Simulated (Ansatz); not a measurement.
# SnO: the cost of one run

Computed with Ansatz 0.2.0 (DFT PBEsol, scalar-relativistic, plane waves, PAW, unless a step's input says otherwise).

17 further runs of the same task are left out: 17 set aside as unsound or not needed.

**1. The starting structure**

The structure is tetragonal, space group P4/nmm (No. 129). Conventional cell: a = 3.805 Å, b = 3.805 Å, c = 4.750 Å, α = 90.00°, β = 90.00°, γ = 90.00°. Sn (site symmetry 4mm) has 4 O at 2.22 Å as nearest neighbours. O (site symmetry -4m2) has 4 Sn at 2.22 Å as nearest neighbours.

Structure file:

```xyz
4
Lattice="3.8046 0.0000 0.0000 0.0000 3.8046 0.0000 0.0000 0.0000 4.7499" Properties=species:S:1:pos:R:3 pbc="T T T"
Sn    0.0000    1.9023    1.1520
Sn    1.9023    0.0000    3.5979
O     0.0000    0.0000    0.0000
O     1.9023    1.9023    0.0000
```

It is the result of an earlier relaxation at this level (volume 17.19 Å³/atom; gap on the mesh: none (metal)).

**2. The scan**

The energy is mapped over volume and the cell's shape.

First coordinate, volume per atom: 7 values from 15.13 to 19.25 Å³. Second coordinate, c/a of the conventional cell: 7 values from 1.041 to 1.498.

Nothing else is relaxed (fractional coordinates fixed). Energies count from the relaxed crystal. Points are written as (first, second).

**3. Point (17.19 Å³, 1.041)**

The input, input.yaml:

```yaml
crystal:
  lattice:
    - [4.0426035469, 0.0, 0.0]
    - [0.0, 4.0426035469, 0.0]
    - [0.0, 0.0, 4.2071375112]
  atoms:
    - { symbol: Sn, position: [0.0, 0.5, 0.2425296443] }
    - { symbol: Sn, position: [0.5, 0.0, 0.7574703557] }
    - { symbol: O, position: [0.0, 0.0, 0.0] }
    - { symbol: O, position: [0.5, 0.5, 0.0] }
basis:
  ecutwfc: 520.0
kpoints:
  mp_grid: { grid: [12, 12, 10] }
hamiltonian:
  xc: pbesol
scf:
  occupations: { method: gaussian, width: 0.15 }
output:
  forces: true
  stress: true
  eigenvalues: true
```

The run is started by

```bash
ansatz run input.yaml --threads 1 --pin off --max-ram 2048MiB --backend cpu --events-out ev --progress --plain --runs-dir out
```

What time and memory should one allow on 1 thread of Intel Xeon Platinum 8259CL at 2.50GHz (Skylake/Cascade Lake), shared host?

About 17 s, with a peak of 0.6 GiB.
